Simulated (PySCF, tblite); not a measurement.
**C2H5F2OSi2 radical: geometry, infrared bands and EPR parameters**

Wanted: the infrared bands and EPR parameters of C2H5F2OSi2 radical (`F[C@@H]1[CH][Si@@H](F)O[SiH2]1`), by calculation.

Computed with tblite 0.8.0 and PySCF 2.14.0, with density-fitted response routines of our own, on a single molecule in the gas phase. Atoms are numbered from 0 throughout.

### 1 Starting geometry

12 atoms, charge 0, multiplicity 2; geometry from: force field or distance geometry start.

Bonds of the start (Å): F0–C1 1.37, C1–C2 1.49, C2–Si3 1.83, Si3–F4 1.58, Si3–O5 1.70, O5–Si6 1.71, Si6–C1 1.94, C1–H7 1.09, C2–H8 1.08, Si3–H9 1.49, Si6–H10 1.48, Si6–H11 1.49.

### 2 Geometry optimisation with GFN2-xTB

Job settings and geometry (Å):

```
{"job": {"kind": "relax", "xc": "GFN2-xTB", "basis": "xTB"}, "charge": 0, "multiplicity": 2}
F      0.426600     1.556200     1.640500
C      0.494700     1.088500     0.358500
C     -0.876400     0.922400    -0.198600
Si    -1.300300    -0.794800    -0.668600
F     -1.465500    -0.870600    -2.241100
O      0.117900    -1.621400    -0.230000
Si     1.367100    -0.646600     0.418700
H      1.100800     1.788200    -0.221900
H     -1.601400     1.720900    -0.272700
H     -2.484200    -1.335700     0.059400
H      2.548400    -0.701000    -0.474600
H      1.673400    -1.106900     1.804500
```

On the command line:

```
OMP_NUM_THREADS=1 python probes_run.py task.json out
```

The driver reads the jobs from task.json and runs them one after another.

What it wrote:

```text
step      E/eV     max force
  0    -650.12914    1.872
  1    -650.27904    1.079
  2    -650.34871    0.474
  3    -650.36940    0.450
  4    -650.40636    0.428
  5    -650.42716    0.466
  6    -650.45535    0.374
  7    -650.46870    0.402
  8    -650.48294    0.318
  9    -650.49191    0.203
 10    -650.49698    0.191
 11    -650.50023    0.190
 12    -650.50315    0.157
 13    -650.50545    0.140
 14    -650.50700    0.112
 15    -650.50827    0.114
 16    -650.51005    0.127
 17    -650.51258    0.195
 18    -650.51513    0.179
 19    -650.51709    0.159
 20    -650.51902    0.185
 21    -650.52184    0.210
 22    -650.52644    0.284
 23    -650.53225    0.303
 24    -650.53711    0.198
 25    -650.54030    0.130
 26    -650.54322    0.151
 27    -650.54778    0.270
 28    -650.55430    0.367
 29    -650.55569    0.353
 30    -650.56377    0.182
 31    -650.56638    0.172
 32    -650.56979    0.146
 33    -650.57145    0.130
 34    -650.57363    0.088
 35    -650.57463    0.080
 36    -650.57564    0.074
 37    -650.57648    0.072
 38    -650.57725    0.064
 39    -650.57778    0.058
 40    -650.57818    0.049
 41    -650.57851    0.046
 42    -650.57875    0.044
 43    -650.57897    0.039
 44    -650.57922    0.061
 45    -650.57955    0.072
 46    -650.57986    0.050
 47    -650.58005    0.029
 48    -650.58015    0.023
 49    -650.58021    0.019
 50    -650.58023    0.012
 51    -650.58024    0.006
```

Wall time 0.36 s (1 thread of Arm Neoverse V1, shared host); peak memory 0.18 GiB.

Step by step: (not every step is listed)

```tsv
step	energy from step 0 (eV)	largest force (eV/Å)
0	0.0000	1.8722
1	-0.1499	1.0787
2	-0.2196	0.4740
3	-0.2403	0.4495
4	-0.2772	0.4277
5	-0.2980	0.4664
6	-0.3262	0.3745
7	-0.3396	0.4020
8	-0.3538	0.3181
11	-0.3711	0.1897
14	-0.3779	0.1120
17	-0.3834	0.1949
20	-0.3899	0.1853
23	-0.4031	0.3030
26	-0.4141	0.1506
29	-0.4266	0.3533
32	-0.4407	0.1464
35	-0.4455	0.0800
38	-0.4481	0.0645
41	-0.4494	0.0458
44	-0.4501	0.0611
46	-0.4507	0.0502
47	-0.4509	0.0289
48	-0.4510	0.0233
49	-0.4511	0.0186
50	-0.4511	0.0121
51	-0.4511	0.0062
```

Close pairs (by a distance rule), those that changed most:

```tsv
bond	before (Å)	after (Å)	change (Å)
O5–Si6	1.712	1.620	-0.092
Si3–H9	1.491	1.444	-0.047
Si3–O5	1.699	1.655	-0.044
Si6–H11	1.492	1.454	-0.038
Si6–H10	1.482	1.453	-0.029
C1–C2	1.489	1.463	-0.026
Si3–F4	1.583	1.607	+0.024
C1–Si6	1.943	1.965	+0.022
```

The final coordinates are the input of the step that follows.

### 3 Harmonic vibrations with GFN2-xTB

Job settings and geometry (Å):

```
{"job": {"kind": "ir", "xc": "GFN2-xTB", "basis": "xTB"}, "charge": 0, "multiplicity": 2}
F      0.719923     1.966171     1.345417
C      0.508214     1.113836     0.273710
C     -0.910635     0.917131    -0.024336
Si    -1.288268    -0.754212    -0.709291
F     -1.388526    -0.804055    -2.312574
O      0.153642    -1.481143    -0.348228
Si     1.297437    -0.675529     0.468316
H      1.033990     1.585562    -0.570013
H     -1.611824     1.581443     0.452288
H     -2.341049    -1.601394    -0.199128
H      2.543307    -0.782647    -0.271192
H      1.284987    -1.065850     1.869003
```

What it wrote:

```text
mode    cm-1     km/mol
  1      77.3      4.63
  2      94.5      8.32
  3     181.0      8.53
  4     254.3     15.02
  5     260.0      8.41
  6     337.6      6.10
  7     373.4     13.91
  8     405.9     41.94
  9     486.3     68.18
 10     510.9     16.63
 11     563.4     71.74
 12     577.4     60.39
 13     617.2     49.82
 14     633.5     29.63
 15     672.1    146.85
 16     734.1    311.18
 17     771.7    175.16
 18     813.6    187.82
 19     870.9    133.17
 20     941.2    256.21
 21    1000.8     87.71
 22    1029.4     77.41
 23    1119.2      0.22
 24    1203.8     39.33
 25    1250.2     50.04
 26    2344.7    320.30
 27    2357.1    195.44
 28    2413.7    247.59
 29    2820.7     23.66
 30    3106.3      9.00
```

It took 0.41 s on 1 thread of Arm Neoverse V1, shared host; peak memory 0.18 GiB.

The strongest bands and the atoms that carry them (share of the mass-weighted mode):

```tsv
cm⁻¹	km/mol	atoms
672	146.8	H9 79 %
734	311.2	H11 31 %, H10 29 %, O5 15 %
772	175.2	H10 26 %, H11 24 %, F4 13 %, O5 11 %
814	187.8	Si3 31 %, F4 24 %, C2 13 %
941	256.2	O5 60 %, Si6 15 %
2345	320.3	H11 91 %
2357	195.4	H10 92 %
2414	247.6	H9 97 %
```

### 4 EPR parameters: B3LYP/pcH-1

Same as in step 3 but for these lines:

```diff
@@ -1,2 +1,2 @@
-{"job": {"kind": "ir", "xc": "GFN2-xTB", "basis": "xTB"}, "charge": 0, "multiplicity": 2}
+{"job": {"kind": "epr", "basis": "pcH-1"}, "charge": 0, "multiplicity": 2}
 F      0.719923     1.966171     1.345417
```

Method: UKS B3LYP, pcH-1 on C F H O Si, non-relativistic, mean-field spin-orbit, GIAO.

What it wrote:

```text
UKS, coarse grid
  cycle   1  E = -933.03478489  |g| = 7.88e-01
  cycle   2  E = -932.60965030  |g| = 1.36e+00
  cycle   3  E = -933.22657344  |g| = 1.37e-01
  cycle   4  E = -933.23296165  |g| = 6.94e-02
  cycle   5  E = -933.23469732  |g| = 1.43e-02
  cycle   6  E = -933.23475825  |g| = 6.37e-03
  cycle   7  E = -933.23477640  |g| = 1.48e-03
  cycle   8  E = -933.23477827  |g| = 6.06e-04
UKS, final grid
  cycle   1  E = -933.23483944  |g| = 7.14e-04
  cycle   2  E = -933.23483921  |g| = 1.06e-03
  cycle   3  E = -933.23483968  |g| = 1.12e-04
  cycle   4  E = -933.23483969  |g| = 3.85e-05
  cycle   5  E = -933.23483969  |g| = 2.24e-05
E = -933.23483969 Eh   <S^2> = 0.7537 (exact 0.7500)
g shifts (ppm)      1          2          3
  rmc          -142       -142       -142
  gc             -1         39         17
  oz_so        -272         32       1117
  total        -416        -72        992
hyperfine (MHz)  atom isotope    a_iso     a_fc   dipolar eigenvalues
    0   19F      28.74      28.52    -32.21    -25.76     57.96
    1   13C     -33.19     -33.20     -5.22     -0.60      5.81
    2   13C      84.98      85.09    -69.80    -69.00    138.79
    3  29Si      35.32      35.31    -10.11      3.00      7.11
    4   19F      48.34      48.21    -14.22    -13.81     28.03
    5   17O      -0.96      -0.94     -5.64      2.61      3.03
    6  29Si     -76.94     -77.03    -14.34      6.86      7.49
    7    1H     173.22     173.22     -7.09     -2.42      9.51
    8    1H     -54.37     -54.38    -33.63     -0.70     34.33
    9    1H      10.08      10.08     -3.12     -2.25      5.37
   10    1H       4.62       4.62     -1.82     -1.27      3.10
   11    1H       5.38       5.38     -1.91     -1.59      3.50
```

It took 65 s on 1 thread of Arm Neoverse V1, shared host; peak memory 0.95 GiB.

Principal g values 2.00190, 2.00225, 2.00331; g(iso) = 2.00249, against 2.00232 for a free electron.

Hyperfine couplings, nucleus by nucleus at this fixed geometry (no averaging over rotations):

```tsv
nuclei	isotope	a(iso) (MHz)	a(iso) (G, at g = 2.0023)	largest dipolar term (MHz)
H7	1H	173.2	61.8	9.5
C2	13C	85.0	30.3	138.8
Si6	29Si	-76.9	-27.5	-14.3
H8	1H	-54.4	-19.4	34.3
F4	19F	48.3	17.2	28.0
Si3	29Si	35.3	12.6	-10.1
C1	13C	-33.2	-11.8	5.8
F0	19F	28.7	10.3	58.0
H9	1H	10.1	3.6	5.4
H11	1H	5.4	1.9	3.5
H10	1H	4.6	1.6	3.1
O5	17O	-1.0	-0.3	-5.6
```

Mulliken spin populations:

```tsv
atom	value (e)
F0	0.01
C1	-0.06
C2	0.93
Si3	0.02
F4	0.00
O5	0.01
Si6	0.04
H7	0.07
H8	-0.04
H9	0.00
H10	0.00
H11	0.01
```

In first order the couplings over 0.8 MHz of 1H, 19F give 128 distinct lines over 115.9 G.

Orbitals, density, ELF and potential are computed afterwards from the orbital file.

ELF in a plane through or near 5 of the atoms.

Ten even steps from '0' (0.00) to '9' (0.96):
```
0000000000000000000000000000
0000000000000000000000000000
0000000000000000000000000000
0000000000000000000000000000
0000000134310145531000000000
0000001367522478852000000000
0000002474103864862000000000
0000001241781765862111000000
0000000110471478711032000000
0000000027876212185333100000
0000000016997436525022000000
0000002334417943997210000000
0000015787838939576200000000
0000015897734566853000000000
0000003588710399973000000000
0000001245300289962000000000
0000000000000024310000000000
0000000000000000000000000000
0000000000000000000000000000
0000000000000000000000000000
```
The map spans 10.4 Å across and 9.5 Å up, centred on the molecule. Atoms in the plane (x, y in Å): C1 (-0.9, -0.8), C2 (0.5, -1.2), Si3 (1.6, 0.2), O5 (0.5, 1.4), Si6 (-1.1, 1.1).

On the surface of density 0.002 e/bohr³ the electrostatic potential runs, from the 1st to the 99th percentile, from -1.03 V near O5 to 1.89 V near Si3.

The spin density lies nearest to C2 65 %; H8 9 %; H7 7 %.

### 5 What came out

```
                                 quantity                  value
strongest single infrared mode (GFN2-xTB)  2345 cm⁻¹, 320 km/mol
             zero-point energy (GFN2-xTB)          41.2 kcal/mol
                           g(iso) (B3LYP)                2.00249
                                     ⟨S²⟩     0.754 (exact 0.75)
                           largest a(iso)    1H on H7, 173.2 MHz
    surface potential, 1st and 99th percentile     -1.03 V and 1.89 V
```

The optimisation took 51 steps and gained 0.451 eV; among the close pairs (by a distance rule), O5–Si6 changed most, from 1.712 to 1.620 Å. All 30 modes are real, so the xTB geometry is a minimum. The strongest single mode, at 2345 cm⁻¹, moves mainly H11. GFN2-xTB is a fitted tight-binding method: band positions and strengths are rough. Its intensities can rank the bands wrongly. Most of the unpaired spin sits on C2 (0.93 e). The isotropic g lies 0.2 ppt above the free-electron value.
